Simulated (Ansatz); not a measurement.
# C6H16BN: taking an electron away

How much energy removes an electron from C6H16BN at fixed geometry? The cation is run at each level and the neutral's energy taken from earlier runs.

Method: unrestricted cation, the program's frozen cores in correlated methods; program: Ansatz 0.2.0, Gaussian basis.

The runs, in order: UKS PBE-D4/def2-TZVPP; UKS r2SCAN-D4/def2-TZVPP; UKS PBE0-D4/def2-TZVPP; UKS B3LYP-D4/def2-TZVPP; UKS wB97X-V/def2-TZVPP; UKS wB97M-V/def2-TZVPP; UKS B2PLYP/def2-TZVPP; UHF-CCSD(T)/def2-TZVPP; UHF-MP2/def2-QZVPP; extrapolation to the limit; then −ε(HOMO) from the neutral's earlier runs with LDA (SPW92), PBE-D4, revPBE-D4, BLYP-D4, r2SCAN-D4, B97M-V, PBE0-D4, B3LYP-D4, r2SCANh-D4, r2SCAN0-D4, HSE06-D4, BHLYP-D4, CAM-B3LYP-D4, LC-ωPBE, ωB97X-V, ωB97M-V.

### Step 1. Structure used throughout

All runs share one geometry, relaxed beforehand with PBE0-D4 in a triple-zeta def2 set.

SMILES `BN(CC)C(C)(C)C`, 24 atoms, charge 0, spin multiplicity 1.

Atoms are counted from 1 here; the program's logs count them from 0.

Bond lengths: B1–N2 1.388 Å, B1–H9 1.200 Å, B1–H10 1.192 Å, N2–C3 1.466 Å, N2–C5 1.478 Å, C3–C4 1.518 Å, C3–H11 1.092 Å, C3–H12 1.091 Å, C4–H13 1.093 Å, C4–H14 1.092 Å, C4–H15 1.091 Å, C5–C6 1.531 Å, C5–C7 1.530 Å, C5–C8 1.522 Å, C6–H16 1.092 Å, C6–H17 1.092 Å, C6–H18 1.092 Å, C7–H19 1.092 Å and more. Angles: N2–B1–H9 117.4°, N2–B1–H10 122.5°, H9–B1–H10 120.1°, B1–N2–C3 117.8°, B1–N2–C5 126.1°, C3–N2–C5 116.1°, N2–C3–C4 113.4°, N2–C3–H11 108.3°, N2–C3–H12 109.6°, C4–C3–H11 109.2°, C4–C3–H12 109.8°, H11–C3–H12 106.2°, C3–C4–H13 110.4°, C3–C4–H14 110.2°, C3–C4–H15 111.7°, H13–C4–H14 108.2°, H13–C4–H15 108.2°, H14–C4–H15 108.1° and more.

Coordinates:

```mol
C6H16BN
  3D, bonds by distance, orders not assigned

 24 23  0  0  0  0  0  0  0  0999 V2000
   -1.0384   -1.6783    0.6799 B   0  0
   -0.1586   -0.6394    0.4113 N   0  0
    0.7281   -0.1972    1.4925 C   0  0
    0.0286    0.6594    2.5320 C   0  0
    0.0019    0.0538   -0.8847 C   0  0
    1.3627   -0.3039   -1.4872 C   0  0
   -0.0995    1.5685   -0.6972 C   0  0
   -1.0787   -0.3697   -1.8686 C   0  0
   -1.0029   -2.1623    1.7771 H   0  0
   -1.8075   -2.0927   -0.1309 H   0  0
    1.1452   -1.0822    1.9775 H   0  0
    1.5750    0.3480    1.0724 H   0  0
    0.7275    0.9467    3.3222 H   0  0
   -0.7922    0.1029    2.9890 H   0  0
   -0.3832    1.5697    2.0931 H   0  0
    2.1924    0.0059   -0.8490 H   0  0
    1.4889    0.1910   -2.4528 H   0  0
    1.4347   -1.3827   -1.6406 H   0  0
   -1.0750    1.8409   -0.2886 H   0  0
    0.0168    2.0660   -1.6623 H   0  0
    0.6739    1.9586   -0.0334 H   0  0
   -0.9471    0.1912   -2.7963 H   0  0
   -1.0207   -1.4329   -2.1029 H   0  0
   -2.0768   -0.1616   -1.4793 H   0  0
  1  2  8  0
  2  3  8  0
  3  4  8  0
  2  5  8  0
  5  6  8  0
  5  7  8  0
  5  8  8  0
  1  9  8  0
  1 10  8  0
  3 11  8  0
  3 12  8  0
  4 13  8  0
  4 14  8  0
  4 15  8  0
  6 16  8  0
  6 17  8  0
  6 18  8  0
  7 19  8  0
  7 20  8  0
  7 21  8  0
  8 22  8  0
  8 23  8  0
  8 24  8  0
M  END
```

### Step 2. Cation, UKS PBE-D4/def2-TZVPP

Input file in.yaml:

```yaml
crystal:
  periodic: [false, false, false]
  atoms:
    - {symbol: B, position_ang: [-1.038417, -1.678295, 0.679910]}
    - {symbol: N, position_ang: [-0.158588, -0.639398, 0.411343]}
    - {symbol: C, position_ang: [0.728089, -0.197193, 1.492485]}
    - {symbol: C, position_ang: [0.028558, 0.659388, 2.532014]}
    - {symbol: C, position_ang: [0.001939, 0.053795, -0.884664]}
    - {symbol: C, position_ang: [1.362718, -0.303895, -1.487152]}
    - {symbol: C, position_ang: [-0.099544, 1.568486, -0.697183]}
    - {symbol: C, position_ang: [-1.078725, -0.369706, -1.868570]}
    - {symbol: H, position_ang: [-1.002865, -2.162277, 1.777136]}
    - {symbol: H, position_ang: [-1.807545, -2.092735, -0.130862]}
    - {symbol: H, position_ang: [1.145215, -1.082157, 1.977539]}
    - {symbol: H, position_ang: [1.575033, 0.348034, 1.072387]}
    - {symbol: H, position_ang: [0.727483, 0.946700, 3.322188]}
    - {symbol: H, position_ang: [-0.792171, 0.102889, 2.988957]}
    - {symbol: H, position_ang: [-0.383152, 1.569721, 2.093138]}
    - {symbol: H, position_ang: [2.192360, 0.005905, -0.848955]}
    - {symbol: H, position_ang: [1.488856, 0.191001, -2.452848]}
    - {symbol: H, position_ang: [1.434721, -1.382670, -1.640556]}
    - {symbol: H, position_ang: [-1.075037, 1.840911, -0.288623]}
    - {symbol: H, position_ang: [0.016788, 2.066037, -1.662310]}
    - {symbol: H, position_ang: [0.673898, 1.958584, -0.033448]}
    - {symbol: H, position_ang: [-0.947083, 0.191166, -2.796256]}
    - {symbol: H, position_ang: [-1.020688, -1.432914, -2.102883]}
    - {symbol: H, position_ang: [-2.076839, -0.161574, -1.479288]}
basis:
  gaussian: {orbitals: def2-TZVPP}
total_charge: 1
magnetization: {spin_polarized: true, initial_magnetization: 1}
hamiltonian: {xc: pbe, dispersion: d4}
```

Command:

```console
ansatz run in.yaml --threads 4 --pin off --events-out ev --progress --plain --max-ram 66560MiB --backend cuda --devices 0, --max-vram 37GiB
```

The runs that follow: Cation, UKS r2SCAN-D4/def2-TZVPP; Cation, UKS PBE0-D4/def2-TZVPP; Cation, UKS B3LYP-D4/def2-TZVPP; Cation, UKS wB97X-V/def2-TZVPP; Cation, UKS wB97M-V/def2-TZVPP; Cation, UKS B2PLYP (frozen core)/def2-TZVPP; Cation, UHF-CCSD(T)/def2-TZVPP; Cation, UHF-MP2/def2-QZVPP.

Q: Predict the results of all the runs planned. Wanted: ionisation energy, CCSD(T)/CBS; nearest functional by difference; nearest −ε(HOMO); −ε(HOMO) of PBE; T1 of the cation.

**Answer**, as computed:

```
                        quantity               value
  ionisation energy, CCSD(T)/CBS             9.31 eV
nearest functional by difference  ωB97M-V (-0.18 eV)
                nearest −ε(HOMO)  ωB97M-V (+0.23 eV)
                 −ε(HOMO) of PBE             6.03 eV
                T1 of the cation               0.019
```

In words: Energy differences with functionals land within 0.44 eV of the reference. −ε(HOMO) of PBE misses by 3.3 eV, since self-interaction lifts the level. Among orbital estimates ωB97M-V comes nearest. Hartree-Fock falls 1.53 eV short, as the neutral has more correlation energy than the cation.
